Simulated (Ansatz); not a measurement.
Working through a test of scalar relativity of GeH4N (charge -1), SMILES [NH2][GeH2-]

With Ansatz 0.2.0, Python API.

Notebook, run cell by cell (the value of a cell's last expression is shown):

**Cell 1**
```python
import ansatz as az
import numpy as np

geometry_ang = [
    ('N', (-1.0216, -0.1659, 0.2724)),
    ('Ge', (0.8115, 0.1226, 0.4517)),
    ('H', (-1.4759, 0.7744, 0.2838)),
    ('H', (-1.1711, -0.5607, -0.6829)),
    ('H', (1.5584, -1.2322, 0.3559)),
    ('H', (1.2988, 1.062, -0.6809)),
]
system = az.Crystal.molecule()
for symbol, xyz in geometry_ang:
    system = system.atom(symbol, xyz)
```

**Cell 2**
```python
model = (
    system.calculation()
    .functional('b3lyp')
    .charge(-1)
    .forces()
)
# a set contracted for a scalar-relativistic Hamiltonian goes with the relativistic run
sets = {'none': 'cc-pVTZ', 'scalar': 'cc-pVTZ-DK'}
found = {kind: model.basis(gaussian=basis).pseudopotentials(relativity=kind).run().report for kind, basis in sets.items()}
for kind, each in found.items():
    dipole = 4.803205 * np.linalg.norm(each['charge_distribution']['dipole_moment_e_ang'])
    print(f'{kind:7s} E = {each["free_energy_ev"]:.4f} eV  dipole {dipole:.3f} D  largest force component {np.abs(each["forces_ev_ang"]).max():.4f} eV/A')
print(f'relativity lowers the total energy by {found["none"]["free_energy_ev"] - found["scalar"]["free_energy_ev"]:.3f} eV')
```
Output:
```text
none    E = -58076.0942 eV  dipole 2.548 D  largest force component 3.1410 eV/A
scalar  E = -58669.5039 eV  dipole 2.431 D  largest force component 3.2018 eV/A
relativity lowers the total energy by 593.410 eV
```

Reading the output:
- Total energies depend on the basis set; only differences at equal settings carry meaning.
- The geometry is a force-field or estimated start, not a minimum of this method. The basis set changes with the Hamiltonian (a set recontracted for scalar relativity), and most of the change in the total lies in the cores.
- An ion's dipole depends on the origin; the program takes it about the centre of nuclear charge.
- b3lyp holds the VWN-RPA fit, as in Gaussian; the form of ORCA and Turbomole is b3lyp5.
- Anions want diffuse functions, which this basis lacks.
- Finished in 4.8 s on 1 thread of Intel(R) Xeon(R) 6975P-C (Granite Rapids), on a shared host, peak memory 0.29 GiB.
